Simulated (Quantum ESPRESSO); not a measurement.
# Zr2NbP3 (P6/mmm) in Quantum ESPRESSO: further runs, part 2 of 2

Quantum ESPRESSO 7.5.

**3. Band structure, PBE+D3(BJ)**

Input file pw.in:

```
&CONTROL
  calculation = 'scf'
  prefix = 'pwscf'
  outdir = './tmp'
  pseudo_dir = './pseudo'
  tprnfor = .true.
  tstress = .true.
  disk_io = 'low'
/
&SYSTEM
  ibrav = 0
  nat = 6
  ntyp = 3
  ecutwfc = 82
  nbnd = 36
  input_dft = 'pbe'
  occupations = 'smearing'
  smearing = 'fd'
  degauss = 0.01469973
  vdw_corr = 'grimme-d3'
  dftd3_version = 4
/
&ELECTRONS
  conv_thr = 1.2d-09
  electron_maxstep = 120
  mixing_beta = 0.5
/
ATOMIC_SPECIES
Zr    91.2240 Zr.upf
Nb    92.9064 Nb.upf
P     30.9738 P.upf
CELL_PARAMETERS angstrom
   6.0683726000    0.0000000000    0.0000000000
  -3.0341863000    5.2553648300    0.0000000000
   0.0000000000    0.0000000000    3.3312432600
ATOMIC_POSITIONS crystal
Zr     0.3333333300    0.6666666700    0.0000000000
Zr     0.6666666700    0.3333333300    0.0000000000
Nb     0.0000000000    0.0000000000    0.0000000000
P      0.5000000000    0.0000000000    0.5000000000
P      0.5000000000    0.5000000000    0.5000000000
P      0.0000000000    0.5000000000    0.5000000000
K_POINTS automatic
5 5 8 0 0 0
```

Input file pp_density.in:

```
&INPUTPP
  prefix = 'pwscf'
  outdir = './tmp'
  filplot = 'density.dat'
  plot_num = 0
/
&PLOT
  nfile = 1
  filepp(1) = 'density.dat'
  iflag = 3
  output_format = 6
  fileout = 'density.cube'
/
```

Input file pp_potential.in:

```
&INPUTPP
  prefix = 'pwscf'
  outdir = './tmp'
  filplot = 'potential.dat'
  plot_num = 11
/
&PLOT
  nfile = 1
  filepp(1) = 'potential.dat'
  iflag = 3
  output_format = 6
  fileout = 'potential.cube'
/
```

Input file pp_elf.in:

```
&INPUTPP
  prefix = 'pwscf'
  outdir = './tmp'
  filplot = 'elf.dat'
  plot_num = 8
/
&PLOT
  nfile = 1
  filepp(1) = 'elf.dat'
  iflag = 3
  output_format = 6
  fileout = 'elf.cube'
/
```

Input file bands.in:

```
&CONTROL
  calculation = 'bands'
  prefix = 'pwscf'
  outdir = './tmp'
  pseudo_dir = './pseudo'
  disk_io = 'low'
  verbosity = 'high'
/
&SYSTEM
  ibrav = 0
  nat = 6
  ntyp = 3
  ecutwfc = 82
  nbnd = 36
  input_dft = 'pbe'
  occupations = 'smearing'
  smearing = 'fd'
  degauss = 0.01469973
  vdw_corr = 'grimme-d3'
  dftd3_version = 4
/
&ELECTRONS
  conv_thr = 1d-08
  electron_maxstep = 120
  mixing_beta = 0.5
  diago_full_acc = .true.
/
ATOMIC_SPECIES
Zr    91.2240 Zr.upf
Nb    92.9064 Nb.upf
P     30.9738 P.upf
CELL_PARAMETERS angstrom
   6.0683726000    0.0000000000    0.0000000000
  -3.0341863000    5.2553648300    0.0000000000
   0.0000000000    0.0000000000    3.3312432600
ATOMIC_POSITIONS crystal
Zr     0.3333333300    0.6666666700    0.0000000000
Zr     0.6666666700    0.3333333300    0.0000000000
Nb     0.0000000000    0.0000000000    0.0000000000
P      0.5000000000    0.0000000000    0.5000000000
P      0.5000000000    0.5000000000    0.5000000000
P      0.0000000000    0.5000000000    0.5000000000
K_POINTS crystal
60
 0.0000000000  0.0000000000  0.0000000000 1
 0.1000000000  0.0000000000  0.0000000000 1
 0.2000000000  0.0000000000  0.0000000000 1
 0.3000000000  0.0000000000  0.0000000000 1
 0.4000000000  0.0000000000  0.0000000000 1
 0.5000000000  0.0000000000  0.0000000000 1
 0.4166666667  0.1666666667  0.0000000000 1
 0.3333333333  0.3333333333  0.0000000000 1
 0.2777777778  0.2777777778  0.0000000000 1
 0.2222222222  0.2222222222  0.0000000000 1
 0.1666666667  0.1666666667  0.0000000000 1
 0.1111111111  0.1111111111  0.0000000000 1
 0.0555555556  0.0555555556  0.0000000000 1
 0.0000000000  0.0000000000  0.0000000000 1
 0.0000000000  0.0000000000  0.0555555556 1
 0.0000000000  0.0000000000  0.1111111111 1
 0.0000000000  0.0000000000  0.1666666667 1
 0.0000000000  0.0000000000  0.2222222222 1
 0.0000000000  0.0000000000  0.2777777778 1
 0.0000000000  0.0000000000  0.3333333333 1
 0.0000000000  0.0000000000  0.3888888889 1
 0.0000000000  0.0000000000  0.4444444444 1
 0.0000000000  0.0000000000  0.5000000000 1
 0.1000000000  0.0000000000  0.5000000000 1
 0.2000000000  0.0000000000  0.5000000000 1
 0.3000000000  0.0000000000  0.5000000000 1
 0.4000000000  0.0000000000  0.5000000000 1
 0.5000000000  0.0000000000  0.5000000000 1
 0.4444444444  0.1111111111  0.5000000000 1
 0.3888888889  0.2222222222  0.5000000000 1
 0.3333333333  0.3333333333  0.5000000000 1
 0.2857142857  0.2857142857  0.5000000000 1
 0.2380952381  0.2380952381  0.5000000000 1
 0.1904761905  0.1904761905  0.5000000000 1
 0.1428571429  0.1428571429  0.5000000000 1
 0.0952380952  0.0952380952  0.5000000000 1
 0.0476190476  0.0476190476  0.5000000000 1
 0.0000000000  0.0000000000  0.5000000000 1
 0.5000000000  0.0000000000  0.5000000000 1
 0.5000000000  0.0000000000  0.4500000000 1
 0.5000000000  0.0000000000  0.4000000000 1
 0.5000000000  0.0000000000  0.3500000000 1
 0.5000000000  0.0000000000  0.3000000000 1
 0.5000000000  0.0000000000  0.2500000000 1
 0.5000000000  0.0000000000  0.2000000000 1
 0.5000000000  0.0000000000  0.1500000000 1
 0.5000000000  0.0000000000  0.1000000000 1
 0.5000000000  0.0000000000  0.0500000000 1
 0.5000000000  0.0000000000  0.0000000000 1
 0.3333333333  0.3333333333  0.0000000000 1
 0.3333333333  0.3333333333  0.0500000000 1
 0.3333333333  0.3333333333  0.1000000000 1
 0.3333333333  0.3333333333  0.1500000000 1
 0.3333333333  0.3333333333  0.2000000000 1
 0.3333333333  0.3333333333  0.2500000000 1
 0.3333333333  0.3333333333  0.3000000000 1
 0.3333333333  0.3333333333  0.3500000000 1
 0.3333333333  0.3333333333  0.4000000000 1
 0.3333333333  0.3333333333  0.4500000000 1
 0.3333333333  0.3333333333  0.5000000000 1
```

Potentials or basis: PseudoDojo 0.4 SR PBEsol stringent.

The run is started by

```
$ OMP_NUM_THREADS=1 pw.x -in pw.in > pw.out
$ OMP_NUM_THREADS=1 pp.x -in pp_density.in > pp_density.out
$ OMP_NUM_THREADS=1 pp.x -in pp_potential.in > pp_potential.out
$ OMP_NUM_THREADS=1 pp.x -in pp_elf.in > pp_elf.out
$ OMP_NUM_THREADS=1 pw.x -in bands.in > bands.out
```

pw.out:

```text
This program is part of the open-source Quantum ESPRESSO suite
     for quantum simulation of materials; please cite
         "P. Giannozzi et al., J. Phys.:Condens. Matter 21 395502 (2009);
         "P. Giannozzi et al., J. Phys.:Condens. Matter 29 465901 (2017);
         "P. Giannozzi et al., J. Chem. Phys. 152 154105 (2020);
     in publications or presentations arising from this work. More details at

     IMPORTANT: XC functional enforced from input :
     Exchange-correlation= PBE
                           (   1   4   3   4   0   0   0)
     Any further DFT definition will be discarded
     Please, verify this is what you really want

     Message from routine setup:
     using ibrav=0 with symmetry is DISCOURAGED, use correct ibrav instead

     G-vector sticks info
     --------------------
     sticks:   dense  smooth     PW     G-vecs:    dense   smooth      PW
     Sum        2989    2989    847                71881    71881   10909

     Using Slab Decomposition

     bravais-lattice index     =            0
     lattice parameter (alat)  =      11.4676  a.u.
     unit-cell volume          =     716.9322 (a.u.)^3
     number of atoms/cell      =            6
     number of atomic types    =            3
     number of electrons       =        52.00
     number of Kohn-Sham states=           36
     kinetic-energy cutoff     =      82.0000  Ry
     charge density cutoff     =     328.0000  Ry
     scf convergence threshold =      1.2E-09
     mixing beta               =       0.5000
     number of iterations used =            8  plain     mixing
     Exchange-correlation= PBE
                           (   1   4   3   4   0   0   0)

     celldm(1)=  11.467562  celldm(2)=   0.000000  celldm(3)=   0.000000
     celldm(4)=   0.000000  celldm(5)=   0.000000  celldm(6)=   0.000000

     crystal axes: (cart. coord. in units of alat)
               a(1) = (   1.000000   0.000000   0.000000 )
               a(2) = (  -0.500000   0.866025   0.000000 )
               a(3) = (   0.000000   0.000000   0.548952 )

     reciprocal axes: (cart. coord. in units 2 pi/alat)
[... 85 lines left out ...]

     number of k points=    25  Fermi-Dirac smearing, width (Ry)=  0.0147
                       cart. coord. in units 2pi/alat
        k(    1) = (   0.0000000   0.0000000   0.0000000), wk =   0.0100000
        k(    2) = (   0.0000000   0.0000000   0.2277067), wk =   0.0200000
        k(    3) = (   0.0000000   0.0000000   0.4554135), wk =   0.0200000
        k(    4) = (   0.0000000   0.0000000   0.6831202), wk =   0.0200000
        k(    5) = (   0.0000000   0.0000000  -0.9108270), wk =   0.0100000
        k(    6) = (   0.0000000   0.2309401   0.0000000), wk =   0.0600000
[... 17 lines left out ...]
        k(   24) = (   0.2000000   0.5773503   0.6831202), wk =   0.1200000
        k(   25) = (   0.2000000   0.5773503  -0.9108270), wk =   0.0600000

     Dense  grid:    71881 G-vectors     FFT dimensions: (  72,  72,  40)

     Initial potential from superposition of free atoms

     starting charge      51.9932, renormalised to      52.0000
     Starting wfcs are   42 randomized atomic wfcs

     Self-consistent Calculation

     iteration #  1     ecut=    82.00 Ry     beta= 0.50
     Davidson diagonalization with overlap
     ethr =  1.00E-02,  avg # of iterations =  3.7

     total energy              =    -366.91506842 Ry
     estimated scf accuracy    <       4.15597717 Ry
[... 33 lines left out ...]
     total energy              =    -369.31225000 Ry
     estimated scf accuracy    <       0.00061565 Ry

     iteration #  7     ecut=    82.00 Ry     beta= 0.50
     Davidson diagonalization with overlap
     c_bands:  1 eigenvalues not converged
     ethr =  1.18E-06,  avg # of iterations =  7.7

     total energy              =    -369.31242551 Ry
     estimated scf accuracy    <       0.00019763 Ry

     iteration #  8     ecut=    82.00 Ry     beta= 0.50
     Davidson diagonalization with overlap
     ethr =  3.80E-07,  avg # of iterations =  2.3
[... 25 lines left out ...]
     iteration # 12     ecut=    82.00 Ry     beta= 0.50
     Davidson diagonalization with overlap
     ethr =  1.78E-11,  avg # of iterations =  2.4

     End of self-consistent calculation

          k = 0.0000 0.0000 0.0000 (  8971 PWs)   bands (ev):

   -41.9581 -34.6893 -34.6556 -17.9832 -17.9832 -17.7655 -13.1174 -13.1174
   -12.8485 -12.8433 -12.8433 -12.7883   0.7851   3.9028   3.9028   6.5064
     8.7073   8.7073  10.3030  10.7643  10.7643  11.8849  13.0681  13.0681
    13.4473  13.5995  13.5995  14.1219  14.1744  14.1744  15.1400  15.1589
    15.1589  15.4434  15.4434  16.8607
[... 187 lines left out ...]
   -41.9432 -34.6344 -34.6282 -17.9658 -17.9631 -17.9625 -13.4197 -13.3891
   -13.0176 -12.9167 -12.8581 -12.7561   3.1354   3.2080   3.2341   8.4009
     8.7006   9.2920   9.4284   9.6593   9.8363  10.7978  11.7416  11.8928
    12.7777  13.0711  13.5087  14.2942  14.6118  14.9038  15.8450  16.4772
    16.8216  17.3930  17.6180  17.7898

     the Fermi energy is    13.6256 ev

!    total energy              =    -369.31247568 Ry
     estimated scf accuracy    <          8.8E-10 Ry
     smearing contrib. (-TS)   =      -0.04603661 Ry
     internal energy E=F+TS    =    -369.26643907 Ry

     The total energy is F=E-TS. E is the sum of the following terms:
     one-electron contribution =     -62.87917467 Ry
     hartree contribution      =      56.51716556 Ry
     xc contribution           =     -79.42222161 Ry
     ewald contribution        =    -283.26021125 Ry
     DFT-D3 Dispersion         =      -0.22199710 Ry

     convergence has been achieved in  12 iterations

     Forces acting on atoms (cartesian axes, Ry/au):

     atom    1 type  1   force =    -0.00000000    0.00000000    0.00000000
     atom    2 type  1   force =     0.00000000   -0.00000000    0.00000000
     atom    3 type  2   force =     0.00000000    0.00000000    0.00000000
     atom    4 type  3   force =     0.00000000    0.00000000   -0.00000000
     atom    5 type  3   force =     0.00000000    0.00000000    0.00000000
     atom    6 type  3   force =    -0.00000000    0.00000000    0.00000000

     Total force =     0.000000     Total SCF correction =     0.000000

     Computing stress (Cartesian axis) and pressure

          total   stress  (Ry/bohr**3)                   (kbar)     P=      161.55
   0.00065898  -0.00000000   0.00000000           96.94       -0.00        0.00
  -0.00000000   0.00065898   0.00000000           -0.00       96.94        0.00
   0.00000000   0.00000000   0.00197671            0.00        0.00      290.78

=------------------------------------------------------------------------------=
   JOB DONE.
=------------------------------------------------------------------------------=
```

It took 4.9 min on 1 thread of Intel Xeon 6975P-C (Granite Rapids), shared host; peak memory 0.38 GiB.

What came out:

* Free energy: -5024.7522 eV
* Pressure: 16.2 GPa
* Band gap on the k mesh: none (metal or under the smearing width)

Stress tensor (GPa, compression positive):
```
 9.69  0.00  0.00
 0.00  9.69  0.00
 0.00  0.00 29.08
```

Levels at the corners of the path, in eV from the Fermi level:
```
point  band 24  band 25  band 26  band 27  band 28  band 29
    Γ    -0.56    -0.18    -0.03    -0.03     0.50     0.55
    M    -1.32    -0.54     0.00     0.17     1.21     1.28
    K    -1.27    -0.15     0.16     0.16     1.39     1.48
    Γ    -0.56    -0.18    -0.03    -0.03     0.50     0.55
    A    -0.53    -0.53     0.18     0.18     1.54     1.59
    L    -1.94    -0.68    -0.42     0.52     0.64     0.73
    H    -1.35    -1.35    -0.40    -0.40     0.80     0.80
    A    -0.53    -0.53     0.18     0.18     1.54     1.59
    L    -1.94    -0.68    -0.42     0.52     0.64     0.73
    M    -1.32    -0.54     0.00     0.17     1.21     1.28
    K    -1.27    -0.15     0.16     0.16     1.39     1.48
    H    -1.35    -1.35    -0.40    -0.40     0.80     0.80
```

Caveat: the potentials were made for another functional, which shifts forces and pressure; so large a pressure means that the cell lies far from this level's equilibrium, or that cutoff or potentials fall short; pairwise dispersion overbinds metals, which lowers pressure and volume.

**4. Real-space fields, optB86b-vdW**

Input file pw.in:

```
&CONTROL
  calculation = 'scf'
  prefix = 'pwscf'
  outdir = './tmp'
  pseudo_dir = './pseudo'
  tprnfor = .true.
  tstress = .true.
  disk_io = 'low'
/
&SYSTEM
  ibrav = 0
  A = 6.0683726
  nat = 6
  ntyp = 3
  ecutwfc = 45
  ecutrho = 360
  nbnd = 36
  input_dft = 'vdw-df-ob86'
  occupations = 'smearing'
  smearing = 'mv'
  degauss = 0.00367493
/
&ELECTRONS
  conv_thr = 1.2d-09
  electron_maxstep = 120
  mixing_beta = 0.5
/
ATOMIC_SPECIES
Zr    91.2240 zr_pbesol_v1.uspp.F.UPF
Nb    92.9064 nb_pbesol_v1.uspp.F.UPF
P     30.9738 p_pbesol_v1.5.uspp.F.UPF
CELL_PARAMETERS alat
   1.0000000000    0.0000000000    0.0000000000
  -0.5000000000    0.8660254036    0.0000000000
   0.0000000000    0.0000000000    0.5489516679
ATOMIC_POSITIONS alat
Zr    -0.0000000050    0.5773502719    0.0000000000
Zr     0.5000000050    0.2886751316    0.0000000000
Nb     0.0000000000    0.0000000000    0.0000000000
P      0.5000000000    0.0000000000    0.2744758339
P      0.2500000000    0.4330127018    0.2744758339
P     -0.2500000000    0.4330127018    0.2744758339
K_POINTS automatic
5 5 8 0 0 0
```

pp_density.in is that of step 3.

pp_potential.in is that of step 3.

Input file pp_potential_ks.in:

```
&INPUTPP
  prefix = 'pwscf'
  outdir = './tmp'
  filplot = 'potential_ks.dat'
  plot_num = 1
/
&PLOT
  nfile = 1
  filepp(1) = 'potential_ks.dat'
  iflag = 3
  output_format = 6
  fileout = 'potential_ks.cube'
/
```

Potentials or basis: GBRV 1.5 PBEsol.

The run is started by

```
$ OMP_NUM_THREADS=1 pw.x -in pw.in > pw.out
$ OMP_NUM_THREADS=1 pp.x -in pp_density.in > pp_density.out
$ OMP_NUM_THREADS=1 pp.x -in pp_potential.in > pp_potential.out
$ OMP_NUM_THREADS=1 pp.x -in pp_potential_ks.in > pp_potential_ks.out
```

pw.out:

```text
This program is part of the open-source Quantum ESPRESSO suite
     for quantum simulation of materials; please cite
         "P. Giannozzi et al., J. Phys.:Condens. Matter 21 395502 (2009);
         "P. Giannozzi et al., J. Phys.:Condens. Matter 29 465901 (2017);
         "P. Giannozzi et al., J. Chem. Phys. 152 154105 (2020);
     in publications or presentations arising from this work. More details at

     IMPORTANT: XC functional enforced from input :
     Exchange-correlation= VDW-DF-OB86
                           (   1   4  24   0   1   0   0)
     Any further DFT definition will be discarded
     Please, verify this is what you really want

     Message from routine setup:
     using ibrav=0 with symmetry is DISCOURAGED, use correct ibrav instead

     G-vector sticks info
     --------------------
     sticks:   dense  smooth     PW     G-vecs:    dense   smooth      PW
     Sum        3253    1639    499                82671    29313    4749

     Using Slab Decomposition
[... 478 lines left out ...]

     the Fermi energy is    13.4990 ev

!    total energy              =    -363.51272030 Ry
     estimated scf accuracy    <          7.8E-10 Ry
     smearing contrib. (-TS)   =       0.00024768 Ry
     internal energy E=F+TS    =    -363.51296798 Ry

     The total energy is F=E-TS. E is the sum of the following terms:
     one-electron contribution =     -63.64828922 Ry
     hartree contribution      =      56.30142069 Ry
     xc contribution           =     -72.90588821 Ry
     ewald contribution        =    -283.26021125 Ry

     convergence has been achieved in  13 iterations

     negative rho (up, down):  1.242E-01 0.000E+00

     Forces acting on atoms (cartesian axes, Ry/au):

     atom    1 type  1   force =    -0.00000000    0.00000000   -0.00000000
     atom    2 type  1   force =     0.00000000   -0.00000000    0.00000000
     atom    3 type  2   force =     0.00000000   -0.00000000    0.00000000
     atom    4 type  3   force =     0.00000000   -0.00000000    0.00000000
     atom    5 type  3   force =     0.00000000   -0.00000000    0.00000000
     atom    6 type  3   force =     0.00000000    0.00000000   -0.00000000

     Total force =     0.000000     Total SCF correction =     0.000000

     Computing stress (Cartesian axis) and pressure

     negative rho (up, down):  1.242E-01 0.000E+00
          total   stress  (Ry/bohr**3)                   (kbar)     P=      185.97
   0.00080831   0.00000000   0.00000000          118.91        0.00        0.00
   0.00000000   0.00080831   0.00000000            0.00      118.91        0.00
   0.00000000   0.00000000   0.00217592            0.00        0.00      320.09

=------------------------------------------------------------------------------=
   JOB DONE.
=------------------------------------------------------------------------------=
```

pp_potential.out:

```text
This program is part of the open-source Quantum ESPRESSO suite
     for quantum simulation of materials; please cite
         "P. Giannozzi et al., J. Phys.:Condens. Matter 21 395502 (2009);
         "P. Giannozzi et al., J. Phys.:Condens. Matter 29 465901 (2017);
         "P. Giannozzi et al., J. Chem. Phys. 152 154105 (2020);
     in publications or presentations arising from this work. More details at

[... 49 lines left out ...]
     Writing data to file  potential.dat
     Reading data from file  potential.dat

     Writing data to be plotted to file potential.cube
     Plot Type: 3D                     Output format: Gaussian cube

=------------------------------------------------------------------------------=
   JOB DONE.
=------------------------------------------------------------------------------=
```

It took 5.3 min on 1 thread of Intel Xeon 6975P-C (Granite Rapids), shared host; peak memory 0.39 GiB.

What came out:

```yaml
Free_energy: -4945.8425 eV
Pressure: 18.6 GPa
Band_gap_on_the_k_mesh: none (metal or under the smearing width)
```

Levels at points of the mesh, in eV from the Fermi level:
```csv
k point,band 22,band 23,band 24,band 25,band 26,band 27,band 28,band 29,band 30,band 31
"(0.00, 0.00, 0.00)",-1.66,-0.51,-0.51,-0.12,0.02,0.02,0.56,0.61,0.61,1.58
"(0.00, 0.00, -0.50)",-1.27,-1.27,-0.46,-0.46,0.22,0.22,1.59,1.66,2.00,2.00
```

Caveat: the potentials were made for another functional, which shifts forces and pressure; so large a pressure means that the cell lies far from this level's equilibrium, or that cutoff or potentials fall short.

**5. The reference run**

An earlier run on the cell as given: functional PBE; potentials or basis SSSP 1.3 efficiency PBE; cutoff 748 eV; density cutoff 5987 eV; k mesh 5 × 5 × 8; occupations fermi-dirac, width 0.05 eV; no spin polarisation.

- Pressure: 20.3 GPa
- Band gap on the k mesh: none (metal or under the smearing width)

**6. Overview**

| task | level | potentials or basis | cutoff (eV) | smearing | form of the LDA correlation | gap on the mesh (eV) | pressure (GPa) |
| --- | --- | --- | --- | --- | --- | --- | --- |
| real-space fields | LDA | PseudoDojo 0.4 SR PBE stringent | 1116 | cold 0.2 eV | PZ81 | none | 14.2 |
| band structure | PBE+D3(BJ) | PseudoDojo 0.4 SR PBEsol stringent | 1116 | fermi-dirac 0.2 eV | - | none | 16.2 |
| real-space fields | optB86b-vdW | GBRV 1.5 PBEsol | 612 | cold 0.05 eV | - | none | 18.6 |
| single point | PBE | SSSP 1.3 efficiency PBE | 748 | fermi-dirac 0.05 eV | - | none | 20.3 |

Alike in all rows: no spin polarisation; cell as given; k mesh 5 × 5 × 8.

Caveats: the potentials were made for another functional, which shifts forces and pressure (some runs); so large a pressure means that the cell lies far from this level's equilibrium, or that cutoff or potentials fall short (some runs); pairwise dispersion overbinds metals, which lowers pressure and volume (some runs).

Absolute energies hang on the potentials; compare differences alone.
